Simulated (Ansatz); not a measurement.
Task: a single point from an input written key by key of C2H3AlF2, SMILES FC(F)=[CH][AlH2], with the Python package of Ansatz (0.2.0). Give the script and its output. Level of theory: Hartree-Fock, def2-SVP basis, multiplicity 1.

```yaml
atoms:
  - { symbol: F, position_ang: [1.4044, -0.1985, 2.2905] }
  - { symbol: C, position_ang: [0.6672, -0.4632, 1.1456] }
  - { symbol: F, position_ang: [0.4227, -1.7648, 0.8217] }
  - { symbol: C, position_ang: [0.2950, 0.5302, 0.3549] }
  - { symbol: Al, position_ang: [-0.7840, 0.1702, -1.3276] }
  - { symbol: H, position_ang: [0.4055, 1.5702, 0.6270] }
  - { symbol: H, position_ang: [-1.2654, 1.4044, -2.1969] }
  - { symbol: H, position_ang: [-1.0533, -1.3056, -1.7710] }
```

Script `deck_c2h3alf2.py`:
```python
"""Run C2H3AlF2 from an input written out key by key."""

import ansatz as az
import numpy as np
import pandas as pd


def main() -> None:
    deck = {
        "crystal": {
            "periodic": [False, False, False],
            "atoms": [
                {"symbol": "F", "position_ang": [1.4044, -0.1985, 2.2905]},
                {"symbol": "C", "position_ang": [0.6672, -0.4632, 1.1456]},
                {"symbol": "F", "position_ang": [0.4227, -1.7648, 0.8217]},
                {"symbol": "C", "position_ang": [0.295, 0.5302, 0.3549]},
                {"symbol": "Al", "position_ang": [-0.784, 0.1702, -1.3276]},
                {"symbol": "H", "position_ang": [0.4055, 1.5702, 0.627]},
                {"symbol": "H", "position_ang": [-1.2654, 1.4044, -2.1969]},
                {"symbol": "H", "position_ang": [-1.0533, -1.3056, -1.771]},
            ],
        },
        "basis": {"gaussian": {"orbitals": "def2-SVP"}},
        "hamiltonian": {"xc": "hf"},
        "output": {"forces": True},
        "accuracy": "medium",
        "scf": {"lower_state_search": "standard"},
    }
    session = az.Session.from_dict(deck)
    r = session.plan(threads=1).execute().report

    print(f"E = {r['free_energy_ev']:.6f} eV = {r['free_energy_ev'] / 27.211386246:.7f} Ha")
    print("converged:", r["converged"], " doubts:", r["published_state_doubts"] or "none")
    symbols = ["F", "C", "F", "C", "Al", "H", "H", "H"]

    print("forces (eV/A)")
    for symbol, f in zip(symbols, r["forces_ev_ang"]):
        print(f"  {symbol:2s} {f[0]:9.4f} {f[1]:9.4f} {f[2]:9.4f}")
    charges = r["charge_distribution"]
    table = pd.DataFrame({"atom": symbols, "mulliken": charges["mulliken_charges_e"], "lowdin": charges["lowdin_charges_e"]})
    print(table.round(3).to_string())
    print("dipole (e A):", np.round(charges["dipole_moment_e_ang"], 4) + 0.0)


if __name__ == "__main__":
    main()
```

```console
$ python deck_c2h3alf2.py
E = -14093.401445 eV = -517.9229503 Ha
converged: True  doubts: none
forces (eV/A)
  F    -2.0599   -2.2623   -2.6887
  C     1.0950    0.6915    0.5778
  F     1.2856    2.7257    1.9852
  C    -1.4942   -1.0588   -1.1042
  Al    0.6436    0.2086    0.6350
  H     0.6100   -0.1583    0.5181
  H     0.0183   -0.0550    0.1410
  H    -0.0984   -0.0914   -0.0643
  atom  mulliken  lowdin
0    F    -0.327  -0.005
1    C     0.717  -0.011
2    F    -0.306   0.037
3    C    -0.589  -0.240
4   Al     0.904   0.495
5    H     0.094   0.024
6    H    -0.250  -0.153
7    H    -0.243  -0.148
dipole (e A): [-0.1515  0.2218 -0.16  ]
```

Caveats:
- The settings weren't tested for convergence.
- The geometry is a force-field or estimated start, not a minimum of this method, and the basis set is short of its limit.
- The Löwdin charges here are taken after orthogonalising the functions within each atom; they differ from plain Löwdin charges, and their signs can be unphysical.
- The whole script took 1.5 s on 1 thread of Arm Neoverse V1, with other jobs on the host, peak memory 0.24 GiB.

(Lines on the test bed's own set-up are left out of the output.)
